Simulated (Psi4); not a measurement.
**CH2FNOSi (SMILES O=C=N[SiH2]F): levels of theory compared**

We compute a comparison of 5 runs (BHLYP/cc-pVDZ, M06-L/cc-pVDZ, PBE0/cc-pVDZ, TPSS/cc-pVDZ, r2SCAN/cc-pVDZ) of CH2FNOSi. 

Program for the calculation: Psi4 1.11.

2 further runs of the same task are left out: 2 set aside as unsound or not needed.

## 1. The system as given

CH2FNOSi has 7 atoms, charge 0, and is taken as a singlet. SMILES: `O=C=N[SiH2]F`. The O1–C2 distance was set to 1.742 Å, away from the relaxed value.

Bond lengths: C2–N3 1.195 Å, N3–Si4 1.694 Å, Si4–F5 1.591 Å, Si4–H6 1.475 Å, Si4–H7 1.475 Å. Angles: C2–N3–Si4 166.0°, N3–Si4–F5 109.2°, N3–Si4–H6 109.0°, N3–Si4–H7 109.0°, F5–Si4–H6 108.2°, F5–Si4–H7 108.2°, H6–Si4–H7 113.2°. A long bond or contact: O1–C2 1.742 Å.

## 2. Energy and forces at BHLYP/cc-pVDZ (run 1)

ch2fnosi.in reads:

```
memory 2200 MB

molecule {
  O     -0.707253    -3.453564    -0.699954
  C     -0.306900    -1.816900    -0.256100
  N     -0.019000    -0.706200     0.076100
  Si     0.212100     0.968300     0.188900
  F     -0.420200     1.671000    -1.091000
  H     -0.490300     1.470300     1.384800
  H      1.659300     1.253600     0.203700
  symmetry c1
  no_reorient
  no_com
}

set basis cc-pVDZ
set puream true
set e_convergence 1e-09
set d_convergence 1e-08
set scf_type pk
set dft_radial_points 99
set dft_spherical_points 590

E, wfn = gradient("bhhlyp", return_wfn=True)
oeprop(wfn, "QUADRUPOLE", "LOWDIN_CHARGES", "MAYER_INDICES")
```

On the command line:

```bash
$ psi4 -n 1 ch2fnosi.in ch2fnosi.out
```

ch2fnosi.out:

```text
[...]
  Running in c1 symmetry.
[...]
  Nuclear repulsion =  192.249728400742271
[...]
  Multiplicity = 1
[...]
  Nalpha       = 23
  Nbeta        = 23
[...]
    Number of basis functions: 84
[...]
   @RKS iter   1:  -558.14718766196097   -9.87688e-01   9.01613e-03 ADIIS/DIIS
[...]
   @RKS iter  14:  -558.40148302831335   -1.18234e-11   6.36988e-09 DIIS
[...]
    Orbital Energies [Eh]
    ---------------------
    Doubly Occupied:
       1A    -67.277424     2A    -25.342225     3A    -19.720835
       4A    -14.895871     5A    -10.781379     6A     -5.727250
       7A     -3.993147     8A     -3.990997     9A     -3.988459
      10A     -1.385132    11A     -1.129506    12A     -1.003550
      13A     -0.783997    14A     -0.638707    15A     -0.577102
      16A     -0.575400    17A     -0.525063    18A     -0.511151
      19A     -0.499141    20A     -0.488381    21A     -0.436431
      22A     -0.346275    23A     -0.345414
[...]
  @RKS Final Energy:  -558.40148302831335
   => Energetics <=
    Nuclear Repulsion Energy =            192.2497284007422707
    One-Electron Energy =               -1151.7752733732220349
    Two-Electron Energy =                 428.4115499161307525
    DFT Exchange-Correlation Energy =     -27.2874879719643246
    Empirical Dispersion Energy =           0.0000000000000000
    VV10 Nonlocal Energy =                  0.0000000000000000
    Total Energy =                       -558.4014830283133506
[...]
  -Total Gradient:
     Atom            X                  Y                   Z
    ------   -----------------  -----------------  -----------------
       1       -0.033292882157    -0.135597019904    -0.037001884752
       2        0.016934367926     0.075978463034     0.017431076099
       3        0.022223384047     0.092042824488     0.024371483015
       4       -0.017914489821    -0.030731641752    -0.026952631276
       5        0.010579925755    -0.007472490501     0.020620272053
       6        0.000081322593     0.002933414567     0.001108719279
       7        0.001382902315     0.002832567389     0.000415842720
[...]
 Multipole Moments:
 ------------------------------------------------------------------------------------
     Multipole            Electronic (a.u.)      Nuclear  (a.u.)        Total (a.u.)
 ------------------------------------------------------------------------------------
 L = 1.  Multiply by 2.5417464519 to convert [e a0] to [Debye]
 Dipole X            :         14.3577027          -13.7493147            0.6083880
 Dipole Y            :         24.5719889          -22.9681320            1.6038569
 Dipole Z            :         23.8589136          -23.0346881            0.8242255
 Magnitude           :                                                    1.9031134
 L = 2.  Multiply by 1.3450342976 to convert [e a0^2] to [Debye ang]
 Quadrupole XX       :        -60.7904003           34.9317983          -25.8586020
 Quadrupole XY       :        -76.0822074           74.6174170           -1.4647904
[...]
```

Wall time 47 s (1 thread of Intel Xeon Platinum 8259CL at 2.50GHz (Skylake/Cascade Lake), shared host); peak memory 1.2 GiB.

## 3. The energy at M06-L/cc-pVDZ (run 2)

input.in reads:

```
memory 2.2 GB

molecule system {
  O     -0.707253    -3.453564    -0.699954
  C     -0.306900    -1.816900    -0.256100
  N     -0.019000    -0.706200     0.076100
  Si     0.212100     0.968300     0.188900
  F     -0.420200     1.671000    -1.091000
  H     -0.490300     1.470300     1.384800
  H      1.659300     1.253600     0.203700
  units angstrom
  symmetry c1
  no_reorient
  no_com
}

set {
  reference            rks
  puream               true
  e_convergence        1e-09
  d_convergence        1e-08
  scf_type             pk
  dft_radial_points    99
  dft_spherical_points 590
}

energy_value, wavefunction = energy('m06-l/cc-pVDZ', return_wfn=True)
oeprop(wavefunction, 'MULLIKEN_CHARGES', 'DIPOLE', 'QUADRUPOLE', title='M06-L')
```

On the command line:

```bash
$ psi4 -n 1 input.in input.out
```

input.out, cut to the lines that bear on the results:

```text
[...]
  Running in c1 symmetry.
[...]
  Nuclear repulsion =  192.249728400742271
[...]
  Multiplicity = 1
[...]
  Nalpha       = 23
  Nbeta        = 23
[...]
    Number of basis functions: 84
[...]
   @RKS iter   1:  -558.29248516421887   -6.71273e-01   9.00393e-03 DIIS/ADIIS
[...]
   @RKS iter  13:  -558.51531035131336   -3.29692e-12   4.36717e-09 DIIS
[...]
  @RKS Final Energy:  -558.51531035131336
   => Energetics <=
    Nuclear Repulsion Energy =            192.2497284007422707
    One-Electron Energy =               -1151.9528000311402138
    Two-Electron Energy =                 454.0752359580691859
    DFT Exchange-Correlation Energy =     -52.8874746789845247
    Empirical Dispersion Energy =           0.0000000000000000
    VV10 Nonlocal Energy =                  0.0000000000000000
    Total Energy =                       -558.5153103513133601
[...]
 Multipole Moments:
 ------------------------------------------------------------------------------------
     Multipole            Electronic (a.u.)      Nuclear  (a.u.)        Total (a.u.)
 ------------------------------------------------------------------------------------
 L = 1.  Multiply by 2.5417464519 to convert [e a0] to [Debye]
 Dipole X            :         14.3077516          -13.7493147            0.5584369
 Dipole Y            :         24.4705907          -22.9681320            1.5024588
 Dipole Z            :         23.7856651          -23.0346881            0.7509770
 Magnitude           :                                                    1.7700849
 L = 2.  Multiply by 1.3450342976 to convert [e a0^2] to [Debye ang]
 Quadrupole XX       :        -60.5845467           34.9317983          -25.6527484
 Quadrupole XY       :        -75.9066002           74.6174170           -1.2891832
[...]
  Mulliken Charges: (a.u.)
   Center  Symbol    Alpha    Beta     Spin     Total
       1     O     4.15842  4.15842  0.00000 -0.31685
       2     C     2.88447  2.88447  0.00000  0.23107
       3     N     3.60607  3.60607  0.00000 -0.21213
       4    SI     6.60998  6.60998  0.00000  0.78004
       5     F     4.66503  4.66503  0.00000 -0.33006
       6     H     0.53804  0.53804  0.00000 -0.07609
       7     H     0.53799  0.53799  0.00000 -0.07598
   Total alpha = 23.00000, Total beta = 23.00000, Total charge = -0.00000
    Psi4 run time: 0:00:57.43
```

Run time: 59 s. Hardware: 1 thread of Intel Xeon Platinum 8259CL at 2.50GHz (Skylake/Cascade Lake), shared host; peak memory 1.3 GiB.

Runs 3 to 4 aren't shown in full; the table further down has their settings and results.

## 4. Energy and gradient at r2SCAN/cc-pVDZ (run 5)

input.json reads:

```json
{
 "schema_name": "qcschema_input",
 "schema_version": 1,
 "molecule": {
  "schema_name": "qcschema_molecule",
  "schema_version": 2,
  "symbols": ["O", "C", "N", "Si", "F", "H", "H"],
  "geometry": [-1.33651447, -6.52629011, -1.32272136, -0.57995695, -3.4334434, -0.48395886, -0.0359048, -1.33452459, 0.14380816, 0.40081091, 1.82982181, 0.35696926, -0.79406292, 3.15773235, -2.0616912, -0.92653272, 2.77846432, 2.61689274, 3.13562256, 2.36896067, 0.38493721],
  "molecular_charge": 0,
  "molecular_multiplicity": 1,
  "fix_symmetry": "c1"
 },
 "driver": "gradient",
 "model": {
  "method": "r2scan",
  "basis": "cc-pVDZ"
 },
 "keywords": {
  "puream": true,
  "e_convergence": 1e-09,
  "d_convergence": 1e-08,
  "scf_type": "pk",
  "dft_radial_points": 99,
  "dft_spherical_points": 590
 }
}
```

On the command line:

```bash
$ psi4 --qcschema input.json -n 1 --memory 2200MB
```

stdout:

```text
[...]
  Running in c1 symmetry.
[...]
  Nuclear repulsion =  192.249728565277792
[...]
  Multiplicity = 1
[...]
  Nalpha       = 23
  Nbeta        = 23
[...]
    Number of basis functions: 84
[...]
   @RKS iter   1:  -558.16163352198976   -6.23383e-01   8.93788e-03 ADIIS/DIIS
[...]
   @RKS iter  13:  -558.38429301429323   -4.54747e-13   3.16553e-09 DIIS
[...]
    Orbital Energies [Eh]
    ---------------------
    Doubly Occupied:
       1A    -65.953280     2A    -24.528713     3A    -19.005684
       4A    -14.256440     5A    -10.223924     6A     -5.315638
       7A     -3.660541     8A     -3.657736     9A     -3.654480
      10A     -1.185302    11A     -0.963279    12A     -0.846511
      13A     -0.653799    14A     -0.510872    15A     -0.455009
      16A     -0.448537    17A     -0.422203    18A     -0.406922
      19A     -0.398735    20A     -0.396283    21A     -0.343744
      22A     -0.241847    23A     -0.240075
[...]
  @RKS Final Energy:  -558.38429301429323
   => Energetics <=
    Nuclear Repulsion Energy =            192.2497285652777919
    One-Electron Energy =               -1151.7889393194341210
    Two-Electron Energy =                 453.8688518621486310
    DFT Exchange-Correlation Energy =     -52.7139341222855364
    Empirical Dispersion Energy =           0.0000000000000000
    VV10 Nonlocal Energy =                  0.0000000000000000
    Total Energy =                       -558.3842930142932346
[...]
 Multipole Moments:
 ------------------------------------------------------------------------------------
     Multipole            Electronic (a.u.)      Nuclear  (a.u.)        Total (a.u.)
 ------------------------------------------------------------------------------------
 L = 1.  Multiply by 2.5417464519 to convert [e a0] to [Debye]
 Dipole X            :         -1.1175852            1.6629529            0.5453677
 Dipole Y            :          0.2374810            1.2499390            1.4874199
 Dipole Z            :         -2.0729535            2.8028446            0.7298911
 Magnitude           :                                                    1.7443007
[...]
  -Total Gradient:
     Atom            X                  Y                   Z
    ------   -----------------  -----------------  -----------------
       1       -0.039406438487    -0.160326326495    -0.043835492520
       2        0.035041417739     0.145694579858     0.038363634097
       3        0.009680197245     0.047830579742     0.009103064337
       4       -0.018042256491    -0.024315603532    -0.028347714435
       5        0.014159269060    -0.012473377747     0.028054679150
       6        0.002271375847     0.001279664964    -0.003294275693
       7       -0.003711000447     0.001906848076     0.000013287691
[...]
```

The result, in JSON:

```text
{
 "driver": "gradient",
 "model": {
  "method": "r2scan",
  "basis": "cc-pVDZ"
 },
 "success": true,
 "return_result": [-0.039406438487421896, -0.16032632649524015, -0.04383549251962335, 0.035041417738698885, 0.1456945798583506, 0.038363634096549415, 0.009680197244694627, 0.047830579742018486, 0.009103064336820343, -0.018042256490544882, -0.024315603531652286, -0.028347714434793905, 0.014159269059961607, -0.012473377746633013, 0.02805467915010479, 0.0022713758466365863, 0.0012796649636157426, -0.0032942756934976336, -0.003711000446672552, 0.0019068480755672218, 1.3287691103214868e-05],
 "properties": {
  "calcinfo_nbasis": 84,
  "calcinfo_nmo": 84,
  "calcinfo_nalpha": 23,
  "calcinfo_nbeta": 23,
  "calcinfo_natom": 7,
  "nuclear_repulsion_energy": 192.2497285652778,
  "return_energy": -558.3842930142932,
  "return_gradient": [-0.039406438487421896, -0.16032632649524015, -0.04383549251962335, 0.035041417738698885, 0.1456945798583506, 0.038363634096549415, 0.009680197244694627, 0.047830579742018486, 0.009103064336820343, -0.018042256490544882, -0.024315603531652286, -0.028347714434793905, 0.014159269059961607, -0.012473377746633013, 0.02805467915010479, 0.0022713758466365863, 0.0012796649636157426, -0.0032942756934976336, -0.003711000446672552, 0.0019068480755672218, 1.3287691103214868e-05],
  "scf_one_electron_energy": -1151.7889393194341,
  "scf_two_electron_energy": 453.86885186214863,
  "scf_xc_energy": -52.713934122285536,
  "scf_dipole_moment": [0.5453677271848627, 1.4874199431140274, 0.7298911219953967],
  "scf_total_energy": -558.3842930142932,
  "scf_total_gradient": [-0.039406438487421896, -0.16032632649524015, -0.04383549251962335, 0.035041417738698885, 0.1456945798583506, 0.038363634096549415, 0.009680197244694627, 0.047830579742018486, 0.009103064336820343, -0.018042256490544882, -0.024315603531652286, -0.028347714434793905, 0.014159269059961607, -0.012473377746633013, 0.02805467915010479, 0.0022713758466365863, 0.0012796649636157426, -0.0032942756934976336, -0.003711000446672552, 0.0019068480755672218, 1.3287691103214868e-05],
  "scf_iterations": 13
 }
}
```

Wall time 81 s (1 thread of Intel Xeon Platinum 8259CL at 2.50GHz (Skylake/Cascade Lake), shared host); peak memory 1.3 GiB.

## 5. Overview of the runs

```
run           level      task  energy (Eh)  dipole moment (D)  HOMO energy (eV)  LUMO energy (eV)  wall time
  1   BHLYP/cc-pVDZ  gradient  -558.401483               4.84             -9.40             -0.61       47 s
  2   M06-L/cc-pVDZ    energy  -558.515310               4.50             -6.45             -2.76       59 s
  3    PBE0/cc-pVDZ    energy  -558.124026               4.69             -7.71             -1.77       25 s
  4    TPSS/cc-pVDZ  gradient  -558.606922               4.28             -6.23             -2.97       87 s
  5  r2SCAN/cc-pVDZ  gradient  -558.384293               4.43             -6.53             -2.95       81 s
```

## 6. What came out

```
                       quantity          value
            run 5: total energy  -558.38429 Eh
           run 5: dipole moment         4.43 D
             run 5: HOMO energy       -6.53 eV
             run 5: LUMO energy       -2.95 eV
           run 5: HOMO–LUMO gap        3.58 eV
run 5: largest force on an atom     8.784 eV/Å
```

The dipole moment (its size) runs from 4.28 D (TPSS/cc-pVDZ) to 4.84 D (BHLYP/cc-pVDZ). The HOMO–LUMO gap runs from 3.26 eV (TPSS/cc-pVDZ) to 8.79 eV (BHLYP/cc-pVDZ). Totals of different functionals can't be ranked against each other. All runs together took 5 min, the longest 87 s.
